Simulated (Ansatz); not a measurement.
# Pb: the cost of one run

Computed with Ansatz 0.2.0 (DFT r2SCAN, scalar-relativistic, plane waves, PAW, unless a step's input says otherwise).

1 further run of the same task is left out (for a known fault of the program).

**1. The system as given**

Symmetry: P6_3/mmc, No. 194, hexagonal system. The conventional cell has a = 3.524 Å, b = 3.524 Å, c = 11.495 Å, α = 90.00°, β = 90.00°, γ = 120.00°. Pb (site symmetry -3m) has 12 Pb at 3.52 Å as nearest neighbours. Pb (site symmetry -6m2) has 12 Pb at 3.52 Å as nearest neighbours.

Structure file:

```xyz
4
Lattice="3.5244 0.0000 0.0000 -1.7622 3.0522 0.0000 0.0000 0.0000 11.4952" Properties=species:S:1:pos:R:3 pbc="T T T"
Pb    0.0000    0.0000    0.0000
Pb    0.0000    2.0348    2.8738
Pb    0.0000    0.0000    5.7476
Pb    1.7622    1.0174    8.6214
```

Source of the structure: the Materials Project (structure only).

(A quick probe on a coarse mesh, which set the mesh and smearing, is not shown.)

**3. Full relaxation**

input.yaml reads:

```yaml
crystal:
  lattice:
    - [3.5243661423, 0.0, 0.0]
    - [-1.7621830711, 3.0521906115, 0.0]
    - [0.0, 0.0, 11.49524181]
  atoms:
    - { symbol: Pb, position: [0.0, 0.0, 0.0] }
    - { symbol: Pb, position: [0.33333333, 0.66666667, 0.25] }
    - { symbol: Pb, position: [0.0, 0.0, 0.5] }
    - { symbol: Pb, position: [0.66666667, 0.33333333, 0.75] }
basis:
  ecutwfc: 500
kpoints:
  mp_grid: { grid: [12, 12, 4] }
hamiltonian:
  xc: r2scan
scf:
  occupations: { method: gaussian, width: 0.1 }
output:
  forces: true
  stress: true
  eigenvalues: true
  write_density: true
  write_potential: true
  elf: true
  volumetric_format: npy
relax:
  adjacent_minimum: "off"
  f_tol: 0.005
  max_steps: 80
  cell: { stress_tol: 0.05 }
```

On the command line:

```console
ansatz run input.yaml --threads 1 --pin off --max-ram 2560MiB --backend cpu --events-out ev --progress --plain --runs-dir out
```

Q: Estimate wall time and peak memory on 1 thread of Intel Xeon Platinum 8559C (Emerald Rapids), shared host.

About 65 s, with a peak of 0.87 GiB.
